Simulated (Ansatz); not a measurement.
# C2H2FNTe: the cost of one run

Program: Ansatz 0.2.0. Level of theory: UKS revPBE-D4/def2-SVP. These are calculated values, not measurements.

### 1 Starting point

Bond lengths: F1–C2 1.387 Å, C2–N3 1.354 Å, C2–C4 1.328 Å, N3–C4 1.380 Å, C4–Te5 2.145 Å, C2–H6 1.112 Å, Te5–H7 1.760 Å. Angles: F1–C2–N3 112.9°, F1–C2–C4 119.3°, F1–C2–H6 120.6°, N3–C2–C4 61.9°, N3–C2–H6 114.8°, C4–C2–H6 113.3°, C2–N3–C4 58.1°, C2–C4–N3 59.9°, C2–C4–Te5 150.5°, N3–C4–Te5 148.4°, C4–Te5–H7 87.5°.

As a file:

```xyz
7

F    -0.5014   -2.0348    0.6338
C     0.2617   -0.8782    0.5816
N    -0.1562    0.0682    1.4550
C    -0.2754    0.2328    0.0898
Te   -1.0972    1.3402   -1.5526
H     1.3639   -0.9323    0.4456
H     0.4657    2.1362   -1.6989
```

### 2 Relaxing end A

File input.yaml:

```yaml
crystal:
  periodic: [false, false, false]
  atoms:
    - { symbol: F, position_ang: [-0.5014, -2.0348, 0.6338] }
    - { symbol: C, position_ang: [0.2617, -0.8782, 0.5816] }
    - { symbol: "N", position_ang: [-0.1562, 0.0682, 1.455] }
    - { symbol: C, position_ang: [-0.2754, 0.2328, 0.0898] }
    - { symbol: Te, position_ang: [-1.0972, 1.3402, -1.5526] }
    - { symbol: H, position_ang: [1.3639, -0.9323, 0.4456] }
    - { symbol: H, position_ang: [0.4657, 2.1362, -1.6989] }
magnetization:
  spin_polarized: true
basis:
  gaussian: { orbitals: def2-SVP }
hamiltonian:
  xc: revpbe
  dispersion: d4
relax:
  f_tol: 0.02
  max_steps: 50
```

Run with:

```sh
ansatz run input.yaml --threads 2 --pin off --max-ram 3072MiB --backend cpu --events-out ev --progress --plain --runs-dir out
```

What time and memory should one allow on 2 threads of Arm Neoverse V2, shared host?

About 34 s, with a peak of 0.17 GiB.
